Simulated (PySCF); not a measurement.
The system is O2Ti, in a box.

```
CELL_PARAMETERS angstrom
11.00000 0.00000 0.00000
0.00000 11.00000 0.00000
0.00000 0.00000 11.00000
ATOMIC_POSITIONS crystal
O 0.59105 0.56649 0.55858
Ti 0.51960 0.43733 0.54831
O 0.41131 0.44235 0.44760
```

Base run:

- Program: PySCF 2.14.0
- Functional: B3PW91
- Potentials or basis: 6-31g* (all-electron)
- k mesh: 1 × 1 × 1
- Occupations: fixed
- Spin: no spin polarisation

Its results: gap between the frontier levels 4.03 eV.

After a change of settings the same cell gave: gap between the frontier levels 2.14 eV. Which change was it?
A. functional from B3PW91 to r2SCAN0; dispersion from none to D3(BJ)
B. functional from B3PW91 to r2SCANh; dispersion from none to D4
C. functional from B3PW91 to WC

C.

B3PW91 gives the wider gap, since exact exchange removes part of the self-interaction.

Caveats: this is a molecule in a periodic box at the Γ point, so its band gap is the HOMO-LUMO gap; the basis of atomic orbitals isn't converged, which shifts pressures, moduli and gaps.

Not every run made on this cell is shown here.
